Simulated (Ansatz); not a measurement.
# CH2FInSe: two geometries relaxed

Aim: relax the geometries before and after the inversion of the pyramid at In4, and see whether they are two minima and how far apart in energy. SMILES of the start: F[C](=[Se])[InH2].

All numbers below are computed with Ansatz 0.2.0 (RKS r2SCANh-D4/def2-SVP).

**1. The system as given**

Bond lengths: F1–C2 1.407 Å, C2–Se3 1.864 Å, C2–In4 1.893 Å, In4–H5 1.257 Å, In4–H6 1.408 Å. Angles: F1–C2–Se3 114.6°, F1–C2–In4 112.4°, Se3–C2–In4 133.0°, C2–In4–H5 85.5°, C2–In4–H6 93.7°, H5–In4–H6 151.9°.

Coordinates:

```xyz
6

F     1.5551   -0.4995    0.8592
C     0.3123   -0.5507    0.2011
Se   -0.4056   -2.2627    0.0297
In   -0.2646    1.1553   -0.3821
H    -0.1503    0.6881   -1.5438
H    -1.0047    1.4055    0.7897
```

**2. End point A**

File input.yaml:

```yaml
crystal:
  periodic: [false, false, false]
  atoms:
    - { symbol: F, position_ang: [1.5551, -0.4995, 0.8592] }
    - { symbol: C, position_ang: [0.3123, -0.5507, 0.2011] }
    - { symbol: Se, position_ang: [-0.4056, -2.2627, 0.0297] }
    - { symbol: In, position_ang: [-0.2646, 1.1553, -0.3821] }
    - { symbol: H, position_ang: [-0.1503, 0.6881, -1.5438] }
    - { symbol: H, position_ang: [-1.0047, 1.4055, 0.7897] }
basis:
  gaussian: { orbitals: def2-SVP }
hamiltonian:
  xc: r2scanh
  dispersion: d4
relax:
  f_tol: 0.015
  max_steps: 40
output:
  orbitals: {}
```

The run is started by

```sh
> ansatz run input.yaml --threads 2 --pin off --max-ram 3072MiB --backend cpu --events-out ev --progress --plain --runs-dir out
```

Log (excerpt; [...] marks lines left out):

```text
Warning: RAYON_NUM_THREADS=2 ignored (pool sized by the plan → 2); use --threads N
[...]
Functional definition: r2SCANh
[...]
1102 factors; integrals over basis functions are off by at most 2.9e-4 eV
[...]
mean field -74290.57835871 eV, -2730.1283987201 hartree, gradient 3.8e-5 eV, S^2 0.000000; 0 other end points of the search recorded, 0 dependent functions left out
[...]
reference -74290.57837085 eV, -2730.1283991660 hartree; 36, 36 occupied and 60, 60 virtual orbitals, 1102 factors
relax step   1: F+E_penalty+E_count = -74290.61604374 eV  Δ(F+E_penalty+E_count) = +0.000e0 eV  max|allowed force component| = 1.510e1 eV/Å  Δτ_max = 0.0000 Å  (25 SCF iters, accepted)
[...]
relax step   4: F+E_penalty+E_count = -74296.14816228 eV  Δ(F+E_penalty+E_count) = -5.313e-1 eV  max|allowed force component| = 6.361e-1 eV/Å  Δτ_max = 0.1948 Å  (30 SCF iters, accepted)
[...]
relax step   7: F+E_penalty+E_count = -74296.36868589 eV  Δ(F+E_penalty+E_count) = -2.829e-2 eV  max|allowed force component| = 2.953e-1 eV/Å  Δτ_max = 0.0776 Å  (29 SCF iters, accepted)
[...]
relax step  10: F+E_penalty+E_count = -74296.40013407 eV  Δ(F+E_penalty+E_count) = -3.185e-3 eV  max|allowed force component| = 1.286e-1 eV/Å  Δτ_max = 0.0367 Å  (27 SCF iters, accepted)
[...]
relax step  12: F+E_penalty+E_count = -74296.40115940 eV  Δ(F+E_penalty+E_count) = -1.208e-4 eV  max|allowed force component| = 2.731e-2 eV/Å  Δτ_max = 0.0084 Å  (28 SCF iters, accepted)
[...]
relax step  13: F+E_penalty+E_count = -74296.40123305 eV  Δ(F+E_penalty+E_count) = -7.365e-5 eV  max|allowed force component| = 5.530e-3 eV/Å  Δτ_max = 0.0035 Å  (25 SCF iters, accepted)
1102 factors; integrals over basis functions are off by at most 4.2e-4 eV
[...]
mean field -74296.36596466 eV, -2730.3410893157 hartree, gradient 1.2e-5 eV, S^2 0.000000; 1 other end points of the search recorded, 0 dependent functions left out
[...]
reference -74296.36597687 eV, -2730.3410897644 hartree; 36, 36 occupied and 60, 60 virtual orbitals, 1102 factors
Total energy: -74296.40124526 eV, -2730.3423858540 hartree
Atom 0 at     1.882878    -1.009786     0.966779 Å, force    -0.005530     0.001594    -0.002595 eV/Å
Atom 1 at     0.708080    -0.769416     0.433156 Å, force     0.003333    -0.004637     0.002345 eV/Å
Atom 2 at    -0.488934    -2.062768     0.195203 Å, force     0.002459     0.004411     0.000167 eV/Å
Atom 3 at    -0.425844     0.919791    -0.371711 Å, force    -0.001085    -0.001528    -0.000251 eV/Å
Atom 4 at    -0.229514     1.146580    -2.055083 Å, force    -0.000850     0.000725     0.003158 eV/Å
Atom 5 at    -1.404467     1.711598     0.785456 Å, force     0.001673    -0.000564    -0.002825 eV/Å
Dipole moment:    -0.002279     0.281202    -0.056821 e Å
```

Wall time 32 s (2 threads of Intel Xeon 6975P-C (Granite Rapids), shared host); peak memory 0.27 GiB.

Step by step:

| step | energy from step 1 (eV) | largest force component (eV/Å) |
| --- | --- | --- |
| 1 | 0.0000 | 15.0969 |
| 2 | -3.7096 | 5.3248 |
| 3 | -5.0008 | 1.7543 |
| 4 | -5.5321 | 0.6361 |
| 5 | -5.7244 | 0.2343 |
| 6x | -5.6886 | 0.8386 |
| 7 | -5.7526 | 0.2953 |
| 8 | -5.7766 | 0.4218 |
| 9 | -5.7809 | 0.3092 |
| 10 | -5.7841 | 0.1286 |
| 11 | -5.7850 | 0.0692 |
| 12 | -5.7851 | 0.0273 |
| 13 | -5.7852 | 0.0055 |

Step 1 is the start. 1 step was tried and not accepted (marked x).

After: Bond lengths: F1–C2 1.313 Å, C2–Se3 1.778 Å, C2–In4 2.188 Å, Se3–In4 3.037 Å, In4–H5 1.710 Å, In4–H6 1.710 Å. Angles: F1–C2–Se3 121.6°, F1–C2–In4 139.0°, Se3–C2–In4 99.4°, C2–Se3–In4 45.3°, C2–In4–Se3 35.3°, C2–In4–H5 113.9°, C2–In4–H6 113.9°, Se3–In4–H5 108.4°, Se3–In4–H6 108.5°, H5–In4–H6 132.1°.

Pairs that crossed the distance rule for bonds on the way: came closer Se3–In4.

**3. Relaxing end B**

The second end starts from a geometry with the move made by hand.

Changes to input.yaml since step 2:

```diff
@@ -7,4 +7,4 @@
     - { symbol: In, position_ang: [-0.2646, 1.1553, -0.3821] }
-    - { symbol: H, position_ang: [-0.1503, 0.6881, -1.5438] }
-    - { symbol: H, position_ang: [-1.0047, 1.4055, 0.7897] }
+    - { symbol: H, position_ang: [-0.10064, 0.70469, -1.5444] }
+    - { symbol: H, position_ang: [0.20209, 1.80857, 0.77501] }
 basis:
@@ -17,3 +17 @@
   max_steps: 40
-output:
-  orbitals: {}
```

The run is started by

```sh
> ansatz run input.yaml --threads 2 --pin off --max-ram 3072MiB --backend cpu --events-out ev --progress --plain --runs-dir out
```

Log (excerpt; [...] marks lines left out):

```text
Warning: RAYON_NUM_THREADS=2 ignored (pool sized by the plan → 2); use --threads N
[...]
[... 1 set-up line as earlier in the session ...]
[...]
1102 factors; integrals over basis functions are off by at most 2.9e-4 eV
[...]
mean field -74290.59301449 eV, -2730.1289373099 hartree, gradient 7.9e-5 eV, S^2 0.000000; 0 other end points of the search recorded, 0 dependent functions left out
[...]
reference -74290.59302638 eV, -2730.1289377468 hartree; 36, 36 occupied and 60, 60 virtual orbitals, 1102 factors
relax step   1: F+E_penalty+E_count = -74290.63030595 eV  Δ(F+E_penalty+E_count) = +0.000e0 eV  max|allowed force component| = 1.507e1 eV/Å  Δτ_max = 0.0000 Å  (26 SCF iters, accepted)
[...]
relax step   5: F+E_penalty+E_count = -74296.20509929 eV  Δ(F+E_penalty+E_count) = -2.171e-1 eV  max|allowed force component| = 4.618e-1 eV/Å  Δτ_max = 0.1950 Å  (30 SCF iters, accepted)
[...]
1102 factors; integrals over basis functions are off by at most 4.4e-4 eV
[...]
mean field -74296.36595483 eV, -2730.3410889544 hartree, gradient 2.2e-5 eV, S^2 0.000000; 1 other end points of the search recorded, 0 dependent functions left out
[...]
reference -74296.36596706 eV, -2730.3410894037 hartree; 36, 36 occupied and 60, 60 virtual orbitals, 1102 factors
Total energy: -74296.40123898 eV, -2730.3423856232 hartree
Atom 0 at     1.969231    -1.307617     0.718297 Å, force    -0.001598     0.002098     0.001245 eV/Å
Atom 1 at     0.800754    -0.821906     0.370456 Å, force     0.008220     0.001747    -0.004587 eV/Å
Atom 2 at    -0.676600    -1.808620     0.441716 Å, force    -0.007702    -0.005929     0.002078 eV/Å
Atom 3 at    -0.058919     1.047541    -0.373188 Å, force     0.002117     0.002661     0.001030 eV/Å
Atom 4 at    -0.124078     1.151264    -2.078372 Å, force     0.000070    -0.001020    -0.001155 eV/Å
Atom 5 at    -0.611738     2.094998     0.859600 Å, force    -0.001107     0.000443     0.001389 eV/Å
Dipole moment:     0.049326     0.269089    -0.078408 e Å
```

It took 39 s on 2 threads of Intel Xeon 6975P-C (Granite Rapids), shared host; peak memory 0.27 GiB.

Step by step:

| step | energy from step 1 (eV) | largest force component (eV/Å) |
| --- | --- | --- |
| 1 | 0.0000 | 15.0700 |
| 2 | -3.6809 | 5.2481 |
| 3 | -4.8707 | 1.7620 |
| 4 | -5.3577 | 0.4643 |
| 5 | -5.5748 | 0.4618 |
| 6 | -5.6491 | 0.6273 |
| 7 | -5.6972 | 0.3588 |
| 8 | -5.7121 | 0.5610 |
| 9 | -5.7358 | 0.5162 |
| 10 | -5.7570 | 0.3138 |
| 11 | -5.7617 | 0.4506 |
| 12 | -5.7693 | 0.2465 |
| 13x | -5.7607 | 0.5763 |
| 14 | -5.7706 | 0.0441 |
| 15 | -5.7709 | 0.0175 |
| 16 | -5.7709 | 0.0082 |

Step 1 is the start. 1 step was tried and not accepted (marked x).

After: Bond lengths: F1–C2 1.312 Å, C2–Se3 1.778 Å, C2–In4 2.188 Å, Se3–In4 3.034 Å, In4–H5 1.710 Å, In4–H6 1.710 Å. Angles: F1–C2–Se3 121.6°, F1–C2–In4 139.1°, Se3–C2–In4 99.3°, C2–Se3–In4 45.4°, C2–In4–Se3 35.3°, C2–In4–H5 113.9°, C2–In4–H6 113.9°, Se3–In4–H5 108.5°, Se3–In4–H6 108.5°, H5–In4–H6 132.0°.

Pairs that crossed the distance rule for bonds on the way: came closer Se3–In4.

**4. Results**

| quantity | value |
| --- | --- |
| end A | 11 moves, 5.785 eV lower |
| end B | 14 moves, 5.771 eV lower |
| largest difference between the ends | 0.00 Å |
| end B relative to end A | +0.000 eV |

The two relaxations end at one structure, within 0.00 Å: no second minimum was found from this start, which doesn't rule one out.
